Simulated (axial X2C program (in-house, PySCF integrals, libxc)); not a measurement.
**A two-component session on BrAs⁺: properties at the nuclei**

Wanted for BrAs⁺: properties at the nuclei, at the two-component level.

Computed with an in-house X2C program for linear molecules on PySCF integrals. Level: two-component X2C with atomic mean-field terms, Br dyall-cv3z, As dyall-cv3z.

All values are calculated.

## Step 1: Set-up

The input, task.json:

```json
{"zs": [35, 33], "q": 1, "bas": ["dyall-cv3z", "dyall-cv3z"], "r0": 2.35, "levels": ["PBE0", "HF", "PBE50", "LDA", "r2SCAN"], "nst": 3}
```

Keys: zs atomic numbers; q charge; bas basis sets; r0 starting distance in Å; levels methods (HF also brings MP2); nst determinants followed.

The run is started by

```bash
$ python soeom.py task.json out
```

The runs that follow: Expectation values, lowest determinant; Expectation values, a higher determinant.

Before running it: what results should come out? Wanted: lowest determinant; Eeff magnitude; Ws magnitude Br; A∥/gI Br; qzz Br; higher determinant (for each run or level that gives them).

As calculated:

```
                                        quantity                                    value
                              lowest determinant  Ω = 1/2 (excess of +ω over −ω: ω = 1/2)
                    Eeff magnitude (GV/cm), PBE0                                    0.116
                     Ws magnitude Br (kHz), PBE0                                   0.0336
                            A∥/gI Br (MHz), PBE0                                      783
                             qzz Br (a.u.), PBE0                                     3.87
                              higher determinant  Ω = 3/2 (excess of +ω over −ω: ω = 3/2)
Eeff magnitude (GV/cm), PBE0, higher determinant                                    0.412
 Ws magnitude Br (kHz), PBE0, higher determinant                                  0.00267
        A∥/gI Br (MHz), PBE0, higher determinant                                      215
         qzz Br (a.u.), PBE0, higher determinant                                     3.88
```

In the first state, the effective field runs from 0.000931 to 0.318 GV/cm over the mean-field levels, so the levels don't agree on it. The expectation values come from single determinants, which for open shells can mix terms of unlike spin or miss the lowest Ω, so a determinant need not be a state. Eeff is the effective electric field on the electron dipole moment in this Ω state and Ws the scalar–pseudoscalar constant (defined with the proton number Z and per Ω); A∥ is the parallel hyperfine constant, which follows by multiplying with the nuclear g factor gI = μI/(I μN); qzz is the electric field gradient, eQq0 = 234.96 MHz × Q/barn × qzz. The operators were transformed with the bare-nucleus X2C matrices.
